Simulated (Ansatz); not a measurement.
SbAs:

```xyz
2
Lattice="2.0327 1.1736 3.7166 -2.0327 1.1736 3.7166 0.0000 -2.3472 3.7166" Properties=species:S:1:pos:R:3 pbc="T T T"
Sb    0.0000    0.0000    8.5954
As    0.0000    0.0000    2.5544
```

The cell is a database's computed one.

| Quantity | Value |
| --- | --- |
| Program | Ansatz 0.2.0 |
| Task | relaxation of cell and atoms |
| Functional | PBE |
| Potentials or basis | Ansatz PAW |
| Cutoff | 420 eV (not typed: the program's choice for these potentials) |
| k mesh | 8 × 8 × 8 |
| Occupations | fermi-dirac, width 0.05 eV |
| Spin | no spin polarisation |

At the start: volume 26.60 Å³/atom.

**Question.** How do energy, volume and symmetry change on relaxing?

**Answer.** It ends after 6 steps and the volume is 26.82 Å³/atom (+0.8 %); space group R3m (No. 160, to 0.05 Å).

Step by step:
| step | energy change (eV) | largest force (eV/Å) | volume (Å³) |
| --- | --- | --- | --- |
| 1 | 0.0000 | 0.1620 | 53.20 |
| 2 | -0.0009 | 0.1647 | 54.52 |
| 3 | -0.0046 | 0.0164 | 53.96 |
| 4 | -0.0049 | 0.0099 | 53.69 |
| 5 | -0.0049 | 0.0010 | 53.63 |
| 6 | -0.0050 | 0.0010 | 53.63 |

Final structure:
```xyz
2
Lattice="2.0513 1.1843 3.6795 -2.0513 1.1843 3.6795 0.0000 -2.3686 3.6795" Properties=species:S:1:pos:R:3 pbc="T T T"
Sb    0.0000    0.0000    8.4972
As    0.0000    0.0000    2.5413
```

Caveat: the plane-wave basis is chosen anew once the cell has moved, so the energies of steps on either side of that aren't comparable.
